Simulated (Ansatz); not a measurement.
# SnB18N17: the cost of one run

Computed with Ansatz 0.2.0 (DFT, PBE, plane-wave PAW, default files, scalar-relativistic, as far as a step names no other, unless a step's input says otherwise).

The COD entry's cell or inner coordinates are ideal or old and differ from later refinements, so a difference from it is no clean test against experiment.

1 further run of the same task is left out (it didn't finish).

## 1. The structure to begin with

The structure is hexagonal, space group P-6m2 (No. 187). The conventional cell has a = 7.495 Å, b = 7.495 Å, c = 6.636 Å, α = 90.00°, β = 90.00°, γ = 120.00°. B (site symmetry -6m2) has 3 N at 1.44 Å as nearest neighbours. B (site symmetry m) is surrounded by 3 N at 1.44 Å. B (site symmetry mm2) has 2 N at 1.44 Å and 1 Sn at 1.44 Å as nearest neighbours. B (site symmetry mm2) is surrounded by 3 N at 1.44 Å. Sn (site symmetry -6m2) is surrounded by 3 B at 1.44 Å. Only part of the 14 independent sites is listed.

Structure file:

```cif
data_structure
_symmetry_space_group_name_H-M 'P-6m2'
_symmetry_Int_Tables_number 187
_cell_length_a 7.4947
_cell_length_b 7.4947
_cell_length_c 6.6357
_cell_angle_alpha 90.000
_cell_angle_beta 90.000
_cell_angle_gamma 120.000
_cell_volume 322.80
loop_
_atom_site_label
_atom_site_type_symbol
_atom_site_symmetry_multiplicity
_atom_site_Wyckoff_symbol
_atom_site_fract_x
_atom_site_fract_y
_atom_site_fract_z
_atom_site_occupancy
B1 B 1 a 0.00000 0.00000 0.00000 1
B2 B 6 l 0.00000 0.33333 0.00000 1
B3 B 1 c 0.33333 0.66667 0.00000 1
B4 B 1 e 0.66667 0.33333 0.00000 1
B5 B 3 k 0.11111 0.88889 0.50000 1
B6 B 3 k 0.11111 0.55556 0.50000 1
B7 B 3 k 0.44444 0.22222 0.50000 1
Sn1 Sn 1 b 0.00000 0.00000 0.50000 1
N1 N 6 m 0.00000 0.33333 0.50000 1
N2 N 1 d 0.33333 0.66667 0.50000 1
N3 N 1 f 0.66667 0.33333 0.50000 1
N4 N 3 j 0.11111 0.88889 0.00000 1
N5 N 3 j 0.11111 0.55556 0.00000 1
N6 N 3 j 0.44444 0.22222 0.00000 1
```

Atom 19 of the input is the impurity.

## 2. First run, atoms as given

Contents of input.yaml:

```yaml
crystal:
  lattice:
    - [7.49472, 0.0, 0.0]
    - [-3.74736, 6.4906179144, 0.0]
    - [0.0, 0.0, 6.6357]
  atoms:
    - { symbol: B, position: [0.1111111111, 0.2222222222, 0.25] }
    - { symbol: B, position: [0.1111111111, 0.5555555556, 0.25] }
    - { symbol: B, position: [0.1111111111, 0.8888888889, 0.25] }
    - { symbol: B, position: [0.4444444444, 0.2222222222, 0.25] }
    - { symbol: B, position: [0.4444444444, 0.5555555556, 0.25] }
    - { symbol: B, position: [0.4444444444, 0.8888888889, 0.25] }
    - { symbol: B, position: [0.7777777778, 0.2222222222, 0.25] }
    - { symbol: B, position: [0.7777777778, 0.5555555556, 0.25] }
    - { symbol: B, position: [0.7777777778, 0.8888888889, 0.25] }
    - { symbol: B, position: [0.2222222222, 0.1111111111, 0.75] }
    - { symbol: B, position: [0.2222222222, 0.4444444444, 0.75] }
    - { symbol: B, position: [0.2222222222, 0.7777777778, 0.75] }
    - { symbol: B, position: [0.5555555556, 0.1111111111, 0.75] }
    - { symbol: B, position: [0.5555555556, 0.4444444444, 0.75] }
    - { symbol: B, position: [0.5555555556, 0.7777777778, 0.75] }
    - { symbol: B, position: [0.8888888889, 0.1111111111, 0.75] }
    - { symbol: B, position: [0.8888888889, 0.4444444444, 0.75] }
    - { symbol: B, position: [0.8888888889, 0.7777777778, 0.75] }
    - { symbol: Sn, position: [0.1111111111, 0.2222222222, 0.75] }
    - { symbol: "N", position: [0.1111111111, 0.5555555556, 0.75] }
    - { symbol: "N", position: [0.1111111111, 0.8888888889, 0.75] }
    - { symbol: "N", position: [0.4444444444, 0.2222222222, 0.75] }
    - { symbol: "N", position: [0.4444444444, 0.5555555556, 0.75] }
    - { symbol: "N", position: [0.4444444444, 0.8888888889, 0.75] }
    - { symbol: "N", position: [0.7777777778, 0.2222222222, 0.75] }
    - { symbol: "N", position: [0.7777777778, 0.5555555556, 0.75] }
    - { symbol: "N", position: [0.7777777778, 0.8888888889, 0.75] }
    - { symbol: "N", position: [0.2222222222, 0.1111111111, 0.25] }
    - { symbol: "N", position: [0.2222222222, 0.4444444444, 0.25] }
    - { symbol: "N", position: [0.2222222222, 0.7777777778, 0.25] }
    - { symbol: "N", position: [0.5555555556, 0.1111111111, 0.25] }
    - { symbol: "N", position: [0.5555555556, 0.4444444444, 0.25] }
    - { symbol: "N", position: [0.5555555556, 0.7777777778, 0.25] }
    - { symbol: "N", position: [0.8888888889, 0.1111111111, 0.25] }
    - { symbol: "N", position: [0.8888888889, 0.4444444444, 0.25] }
    - { symbol: "N", position: [0.8888888889, 0.7777777778, 0.25] }
total_charge: -1
kpoints:
  mp_grid: { grid: [3, 3, 3] }
scf:
  occupations: { method: fermi_dirac, width: 0.01 }
hamiltonian:
  xc: pbe
  pseudopotentials: { kind: paw }
output:
  forces: true
  stress: true
  populations: true
  efg:
    quadrupole_moments_barn: { B: 0.04059, Sn: -0.132, "N": 0.02044 }
    contact_densities: true
  write_density: true
  write_potential: true
  elf: true
  volumetric_format: npy
```

On the command line:

```bash
$ ansatz run input.yaml --threads 1 --pin off --max-ram 3072MiB --backend cpu --events-out ev --progress --plain --runs-dir out
```

**Question.** How long does this run take on 1 thread of AMD EPYC 9R45 (Zen 5), shared host, and how much memory does it need?

About 21 s, with a peak of 0.73 GiB.
